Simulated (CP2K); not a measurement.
Crystal: Al3Pd.

```
Pd Al
1.0
     3.94691    0.00000    0.00000
     0.00000    3.94691    0.00000
     0.00000    0.00000    3.94691
Pd Al
1 3
Direct
  0.00000 0.00000 0.00000
  0.50000 0.50000 0.00000
  0.50000 0.00000 0.50000
  0.00000 0.50000 0.50000
```

The cell comes from a database or a generator and needn't be the stable form of this composition.

| Quantity | Value |
| --- | --- |
| Program | CP2K 2026.2 |
| Task | single point |
| Functional | PBE |
| Potentials or basis | POTENTIAL_UZH Pd GTH-PBE-q18, Al GTH-PBE-q3; TZVP-MOLOPT-PBE-GTH basis |
| Density cutoff | 6803 eV |
| k mesh | 7 × 7 × 7 |
| Occupations | fermi-dirac, width 0.05 eV |
| Spin | no spin polarisation |

On this cell: pressure 1.9 GPa; largest force zero by symmetry; band gap on the k mesh none (metal or under the smearing width).

The same run follows on a disturbed copy (atoms moved at random, drawn with an rms of 0.05 Å):

```
Pd Al
1.0
     3.94691    0.00000    0.00000
     0.00000    3.94691    0.00000
     0.00000    0.00000    3.94691
Pd Al
1 3
Direct
  0.99924 0.00047 0.00216
  0.48637 0.49260 0.02024
  0.48967 0.00460 0.49874
  0.99742 0.50342 0.50314
```

What does the disturbed cell give?

The energy (extrapolated to zero smearing) moves by +7.6 meV/atom; pressure 2.1 GPa; largest force 0.562 eV/Å; band gap on the k mesh none (metal or under the smearing width).

Forces on the atoms (eV/Å):
```
Pd  -0.114 -0.041 -0.076
Al   0.222  0.208 -0.472
Al   0.159 -0.172  0.315
Al  -0.266  0.005  0.232
```

Stress tensor (GPa, compression positive):
```
 2.04  0.07 -0.11
 0.07  2.17 -0.19
-0.11 -0.19  2.20
```

Caveats: the basis of atomic orbitals isn't converged, which shifts pressures, moduli and gaps.
